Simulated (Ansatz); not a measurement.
**CH₃F₂Ga: a ladder of functionals and wavefunction methods**

How much do the methods differ for CH₃F₂Ga? The plan is to run it at one geometry with functionals of several rungs and with coupled cluster. The yardstick is the atomisation energy at the CCSD(T) limit.

Computed with Ansatz 0.2.0, Gaussian basis. Level: functionals in def2-TZVPP, the program's frozen cores in correlated methods.

Levels to be run: LDA (SPW92), PBE-D4, revPBE-D4, BLYP-D4, r2SCAN-D4, B97M-V, PBE0-D4, B3LYP-D4, r2SCANh-D4, r2SCAN0-D4, HSE06-D4, BHLYP-D4, CAM-B3LYP-D4, LC-ωPBE, ωB97X-V, ωB97M-V, B2PLYP, PBE-QIDH; CCSD(T)/def2-SVP; CCSD(T)/def2-TZVPP; MP2/def2-QZVPP; extrapolation to the limit; RPA on PBE.

**1. The relaxed structure**

All runs share one geometry, relaxed beforehand with PBE0-D4 in a triple-zeta def2 set.

SMILES `F[CH2][GaH][F]`, 7 atoms, charge 0, spin multiplicity 1.

Atoms are counted from 1 here; the program's logs count them from 0.

Bond lengths: F1–C2 1.389 Å, C2–Ga3 1.980 Å, C2–H5 1.095 Å, C2–H6 1.095 Å, Ga3–F4 1.764 Å, Ga3–H7 1.554 Å. Angles: F1–C2–Ga3 111.3°, F1–C2–H5 108.6°, F1–C2–H6 108.6°, Ga3–C2–H5 110.5°, Ga3–C2–H6 110.5°, H5–C2–H6 107.3°, C2–Ga3–F4 111.5°, C2–Ga3–H7 133.4°, F4–Ga3–H7 115.1°.

Coordinates:

| atom | x (Å) | y (Å) | z (Å) |
| --- | --- | --- | --- |
| F1 | 0.5129 | 1.8515 | 0.2931 |
| C2 | -0.2842 | 0.7282 | 0.4706 |
| Ga3 | 0.3944 | -0.8070 | -0.5796 |
| F4 | -0.6141 | -2.2371 | -0.3588 |
| H5 | -1.3075 | 0.9764 | 0.1707 |
| H6 | -0.3079 | 0.4831 | 1.5375 |
| H7 | 1.6065 | -0.9951 | -1.5335 |

**2. LDA**

This LDA is Slater exchange with PW92 correlation.

Contents of in.yaml:

```yaml
crystal:
  periodic: [false, false, false]
  atoms:
    - {symbol: F, position_ang: [0.512900, 1.851453, 0.293100]}
    - {symbol: C, position_ang: [-0.284160, 0.728240, 0.470631]}
    - {symbol: Ga, position_ang: [0.394365, -0.806990, -0.579611]}
    - {symbol: F, position_ang: [-0.614114, -2.237080, -0.358781]}
    - {symbol: H, position_ang: [-1.307516, 0.976359, 0.170659]}
    - {symbol: H, position_ang: [-0.307946, 0.483078, 1.537466]}
    - {symbol: H, position_ang: [1.606470, -0.995061, -1.533453]}
basis:
  gaussian: {orbitals: def2-TZVPP}
hamiltonian: {xc: lda}
output: {orbitals: {seedname: orbitals}}
```

The runs that follow: PBE-D4 (GGA); revPBE-D4 (GGA); BLYP-D4 (GGA); r2SCAN-D4 (meta-GGA); B97M-V (meta-GGA); PBE0-D4 (hybrid); B3LYP-D4 (hybrid); r2SCANh-D4 (hybrid); r2SCAN0-D4 (hybrid); HSE06-D4 (hybrid); BHLYP-D4 (hybrid); CAM-B3LYP-D4 (range-separated); LC-ωPBE (range-separated); ωB97X-V (range-separated); ωB97M-V (range-separated); B2PLYP (double hybrid); PBE-QIDH (double hybrid); CCSD(T) in def2-SVP; CCSD(T) in def2-TZVPP; MP2 in def2-QZVPP; RPA on PBE orbitals.

Before running them: what should the planned runs give, taken together? Wanted: atomisation energy, CCSD(T)/CBS; farthest beyond LDA; mean size of error, GGA; mean size of error, meta-GGA; mean size of error, hybrid; mean size of error, range-separated; mean size of error, double hybrid; gap, smallest and largest; T1 diagnostic.

The runs gave:

| quantity | value |
| --- | --- |
| atomisation energy, CCSD(T)/CBS | 24.021 eV |
| functionals within 0.240 eV (1.0 %) | BLYP-D4, r2SCAN-D4, B97M-V, r2SCANh-D4, HSE06-D4, CAM-B3LYP-D4, LC-ωPBE, ωB97X-V, ωB97M-V |
| farthest beyond LDA | BHLYP-D4 (-1.182 eV) |
| mean size of error, GGA | 0.316 eV |
| mean size of error, meta-GGA | 0.048 eV |
| mean size of error, hybrid | 0.459 eV |
| mean size of error, range-separated | 0.058 eV |
| mean size of error, double hybrid | 0.315 eV |
| gap, smallest and largest | 4.54 eV (LDA (SPW92)), 11.69 eV (LC-ωPBE) |
| T1 diagnostic | 0.0134 |
| triples share of the correlation energy | 3.2 % |

In words: LDA overbinds by 3.840 eV (16 %). PBE-D4 misses by +0.393 eV. Double hybrids carry the basis error of their MP2 part in triple zeta, and no dispersion term here, so their miss is partly the set-up's. The rungs meta-GGA, range-separated miss on average by less than the doubt on the reference (0.240 eV), so they tie. The reference freezes the cores and leaves out relativity and excitations past (T), and its outer-core shells are covered unevenly, so misses under about 0.240 eV can't be ranked. Hartree-Fock recovers 71 % of the binding; the rest is correlation. CCSD(T) in def2-SVP is off by -1.364 eV, which most functionals beat. The gap grows from 4.5 to 11.7 eV across the functionals, mostly with the share of exact exchange. Correlated methods include outer-core shells of Ga, which these sets cover unevenly.
